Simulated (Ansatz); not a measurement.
# AlCl₂H₃Si: up Jacob's ladder to CCSD(T)

An exercise on one series of results from a longer session: the logs are not shown, and one member is left open.

Computed with Ansatz 0.2.0, Gaussian basis. Level: functionals in def2-TZVPP, the program's frozen cores in correlated methods.

The runs, in order: LDA (SPW92), PBE-D4, revPBE-D4, BLYP-D4, r2SCAN-D4, B97M-V, PBE0-D4, B3LYP-D4, r2SCANh-D4, r2SCAN0-D4, HSE06-D4, BHLYP-D4, CAM-B3LYP-D4, LC-ωPBE, ωB97X-V, ωB97M-V, B2PLYP, PBE-QIDH; CCSD(T)/def2-SVP; CCSD(T)/def2-TZVPP; MP2/def2-QZVPP; extrapolation to the limit; RPA on PBE.

## Structure used throughout

All runs share one geometry, relaxed beforehand with PBE0-D4 in a triple-zeta def2 set.

SMILES `[SiH3][Al]([Cl])[Cl]`, 7 atoms, charge 0, spin multiplicity 1.

Atoms are counted from 1 here; the program's logs count them from 0.

Bond lengths: Si1–Al2 2.433 Å, Si1–H5 1.486 Å, Si1–H6 1.488 Å, Si1–H7 1.488 Å, Al2–Cl3 2.091 Å, Al2–Cl4 2.091 Å. Angles: Al2–Si1–H5 111.1°, Al2–Si1–H6 109.7°, Al2–Si1–H7 109.5°, H5–Si1–H6 109.1°, H5–Si1–H7 109.0°, H6–Si1–H7 108.3°, Si1–Al2–Cl3 120.8°, Si1–Al2–Cl4 122.3°, Cl3–Al2–Cl4 117.0°.

Coordinates:

```xyz
7
AlCl2H3Si
Si   -0.4348    0.9997   -0.2783
Al    0.4978   -1.1724    0.2963
Cl    2.2902   -1.3186    1.3633
Cl   -0.4321   -2.9647   -0.2453
H    -1.7096    0.8538   -1.0285
H    -0.6879    1.7811    0.9626
H     0.5376    1.7532   -1.1158
```

Set-up of the first run:

File in.yaml:

```yaml
crystal:
  periodic: [false, false, false]
  atoms:
    - {symbol: Si, position_ang: [-0.434828, 0.999723, -0.278326]}
    - {symbol: Al, position_ang: [0.497754, -1.172444, 0.296299]}
    - {symbol: Cl, position_ang: [2.290242, -1.318635, 1.363290]}
    - {symbol: Cl, position_ang: [-0.432088, -2.964722, -0.245301]}
    - {symbol: H, position_ang: [-1.709567, 0.853817, -1.028452]}
    - {symbol: H, position_ang: [-0.687890, 1.781052, 0.962571]}
    - {symbol: H, position_ang: [0.537577, 1.753211, -1.115782]}
basis:
  gaussian: {orbitals: def2-TZVPP}
hamiltonian: {xc: lda}
output: {orbitals: {seedname: orbitals}}
```

Among the steps run: LDA; PBE-D4 (GGA); revPBE-D4 (GGA); BLYP-D4 (GGA); r2SCAN-D4 (meta-GGA); B97M-V (meta-GGA); PBE0-D4 (hybrid); B3LYP-D4 (hybrid); r2SCANh-D4 (hybrid); r2SCAN0-D4 (hybrid); HSE06-D4 (hybrid); BHLYP-D4 (hybrid); CAM-B3LYP-D4 (range-separated); LC-ωPBE-D4 (range-separated; the results give it without D4); ωB97X-V (range-separated); ωB97M-V (range-separated); B2PLYP (double hybrid); PBE-QIDH (double hybrid).

One table of the session follows, with a row left open; its other results are not shown here.

It belongs to the step «Frontier levels by functional». 

```
  functional  HOMO (eV)  LUMO (eV)  gap (eV)
 LDA (SPW92)      -7.29      -2.80      4.49
      PBE-D4      -7.18      -2.59      4.59
   revPBE-D4      -7.14      -2.50      4.64
     BLYP-D4      -7.03      -2.42      4.60
   r2SCAN-D4      -7.45      -2.39      5.06
      B97M-V      -7.52      -2.52      4.99
     PBE0-D4      -8.31      -1.86      6.46
    B3LYP-D4      -8.10      -2.01      6.09
  r2SCANh-D4      -7.86      -2.13      5.73
  r2SCAN0-D4      -8.48      -1.75      6.73
    HSE06-D4      -7.92      -2.23      5.69
    BHLYP-D4      -9.32      -1.02      8.30
CAM-B3LYP-D4      -9.57      -0.84      8.73
     LC-ωPBE     -10.89       0.18     11.07
     ωB97X-V     -10.55       0.09     10.65
     ωB97M-V          ?          ?         ?
```

Q: Estimate the row for ωB97M-V from the others.

**Answer.** HOMO (eV): -10.29; LUMO (eV): -0.13; gap (eV): 10.16. In the column «HOMO (eV)» it lies between ωB97X-V (-10.55) and CAM-B3LYP-D4 (-9.57).
